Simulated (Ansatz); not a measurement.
**CS2 in Ansatz: the effect of target pressure**

Crystal: CS2.

```
CELL_PARAMETERS angstrom
3.64579 -2.99431 0.00000
3.64579 2.99431 0.00000
0.00000 0.00000 9.85126
ATOMIC_POSITIONS crystal
S 0.18152 0.81848 0.88687
S 0.31848 0.68152 0.38687
S 0.68152 0.31848 0.61313
S 0.81848 0.18152 0.11313
C 0.50000 0.50000 0.50000
C 0.00000 0.00000 0.00000
```

The cell comes from a database or a generator and needn't be the stable form of this composition.

Alike in all runs:

| Quantity | Value |
| --- | --- |
| Program | Ansatz 0.2.0 |
| Task | relaxation of cell and atoms |
| Functional | PBEsol |
| Potentials or basis | Ansatz PAW |
| Cutoff | 420 eV (not typed: the program's choice for these potentials) |
| k mesh | 6 × 6 × 3 |
| Occupations | fermi-dirac, width 0.05 eV |
| Spin | no spin polarisation |

Each run relaxes the cell or the atoms first.

```csv
target pressure,relaxed volume (Å³/atom),gap on the mesh (eV)
0 GPa,27.53,2.91
2 GPa,20.95,2.20
5 GPa,18.26,1.65
10 GPa,16.05,0.97
20 GPa,13.63,none
30 GPa,?,?
```

Problem. What does the run with target pressure 30 GPa give?

Solution. Relaxed volume 12.04 Å³/atom; gap on the mesh none.

Worked out: A parabola through the other rows of the relaxed volume, of slope 1.44 Å³/atom per GPa there, extrapolates to 23.18 Å³/atom, against the run's 12.04. The fit is too stiff a form for this range.

Caveats: the volume moved by over 15 % at a fixed basis, so the end points are rough; the plane-wave basis is chosen anew once the cell has moved, so the energies of steps on either side of that aren't comparable; the PAW data sets come from PBE, with cores solved anew for the run's functional, which leaves a small shift of forces and pressure; odd divisions of the mesh miss points on the zone boundary, where band edges often lie, so the gap on the mesh can be too wide (some runs).

A k mesh can miss the band edges.

A gap of «none» marks a metal or a gap under the smearing width.
